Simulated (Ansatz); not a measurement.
Geometry optimisation, Ansatz, DFT PBE, scalar-relativistic, plane waves, PAW.

input.yaml

```yaml
crystal:
  lattice:
    - [8.1, 0.0, 0.0]
    - [0.0, 8.1, 0.0]
    - [0.0, 0.0, 8.1]
  atoms:
    - { symbol: Al, position: [0.5, 0.0, 0.0] }
    - { symbol: Al, position: [0.75, 0.25, 0.0] }
    - { symbol: Al, position: [0.75, 0.0, 0.25] }
    - { symbol: Al, position: [0.0, 0.0, 0.0] }
    - { symbol: Al, position: [0.25, 0.25, 0.0] }
    - { symbol: Al, position: [0.5, 0.5, 0.0] }
    - { symbol: Al, position: [0.75, 0.75, 0.0] }
    - { symbol: Al, position: [0.25, 0.0, 0.25] }
    - { symbol: Al, position: [0.5, 0.25, 0.25] }
    - { symbol: Al, position: [0.75, 0.5, 0.25] }
    - { symbol: Al, position: [0.5, 0.0, 0.5] }
    - { symbol: Al, position: [0.75, 0.25, 0.5] }
    - { symbol: Al, position: [0.75, 0.0, 0.75] }
    - { symbol: Al, position: [0.0, 0.5, 0.0] }
    - { symbol: Al, position: [0.25, 0.75, 0.0] }
    - { symbol: Al, position: [0.0, 0.25, 0.25] }
    - { symbol: Al, position: [0.25, 0.5, 0.25] }
    - { symbol: Al, position: [0.5, 0.75, 0.25] }
    - { symbol: Al, position: [0.0, 0.0, 0.5] }
    - { symbol: Al, position: [0.25, 0.25, 0.5] }
    - { symbol: Al, position: [0.5, 0.5, 0.5] }
    - { symbol: Al, position: [0.75, 0.75, 0.5] }
    - { symbol: Al, position: [0.25, 0.0, 0.75] }
    - { symbol: Al, position: [0.5, 0.25, 0.75] }
    - { symbol: Al, position: [0.75, 0.5, 0.75] }
    - { symbol: Al, position: [0.0, 0.75, 0.25] }
    - { symbol: Al, position: [0.0, 0.5, 0.5] }
    - { symbol: Al, position: [0.25, 0.75, 0.5] }
    - { symbol: Al, position: [0.0, 0.25, 0.75] }
    - { symbol: Al, position: [0.25, 0.5, 0.75] }
    - { symbol: Al, position: [0.5, 0.75, 0.75] }
    - { symbol: Al, position: [0.0, 0.75, 0.75] }
    - { symbol: "N", position: [0.00068431, 1.0061852, 0.24510103] }
basis:
  ecutwfc: 420.0
kpoints:
  mp_grid: { grid: [3, 3, 3] }
hamiltonian:
  xc: pbe
scf:
  occupations: { method: gaussian, width: 0.1 }
  lower_state_search: "off"
relax:
  f_tol: 0.03
  max_steps: 60
  adjacent_minimum: "off"
```

Command:

```bash
$ ansatz run input.yaml --threads 4 --pin off --max-ram 10240MiB --backend cpu --events-out ev --progress --plain --runs-dir out
```

Problem. Where does it end, and by what steps?

Solution. It converged. Limits of this set-up: odd electron count without spin, a small cell, in which the defect meets its images, a typed lattice constant that wasn't relaxed here. After 3 steps the energy has fallen by 0.092 eV; N33 moved furthest, 0.06 Å.

```json
{"step": "0", "energy less start (eV)": "0.0000", "largest force component (eV/Å)": "0.725", "accepted": "yes"}
{"step": "1", "energy less start (eV)": "-0.0675", "largest force component (eV/Å)": "0.409", "accepted": "yes"}
{"step": "2", "energy less start (eV)": "-0.0890", "largest force component (eV/Å)": "0.088", "accepted": "yes"}
{"step": "3", "energy less start (eV)": "-0.0922", "largest force component (eV/Å)": "0.004", "accepted": "yes"}
```

```xyz
33
Lattice="8.1000 0.0000 0.0000 0.0000 8.1000 0.0000 0.0000 0.0000 8.1000" Properties=species:S:1:pos:R:3
Al 4.050 0.001 -0.018
Al 6.065 2.036 -0.011
Al 6.030 0.001 2.024
Al 0.000 0.001 -0.047
Al 2.035 2.036 -0.011
Al 4.050 4.052 0.002
Al 6.066 6.067 -0.010
Al 2.070 0.001 2.024
Al 4.050 2.043 2.024
Al 6.058 4.051 2.024
Al 4.050 0.001 4.066
Al 6.066 2.035 4.059
Al 6.058 0.001 6.074
Al 0.000 4.051 -0.018
Al 2.034 6.067 -0.010
Al 0.000 2.073 2.024
Al 2.042 4.051 2.024
Al 4.050 6.060 2.024
Al 0.000 0.001 4.093
Al 2.035 2.035 4.059
Al 4.050 4.052 4.046
Al 6.067 6.067 4.058
Al 2.042 0.001 6.074
Al 4.050 2.023 6.074
Al 6.078 4.052 6.074
Al 0.000 6.032 2.024
Al 0.000 4.051 4.066
Al 2.034 6.067 4.058
Al 0.000 2.043 6.074
Al 2.022 4.052 6.074
Al 4.050 6.079 6.074
Al 0.000 6.060 6.074
N 0.000 8.105 2.021
```

Whether the end is a true minimum wasn't checked by a vibrational analysis.

Run time: 26 s on 4 threads of Intel(R) Xeon(R) Platinum 8488C (Sapphire Rapids) (shared host), peak memory 1.5 GiB.
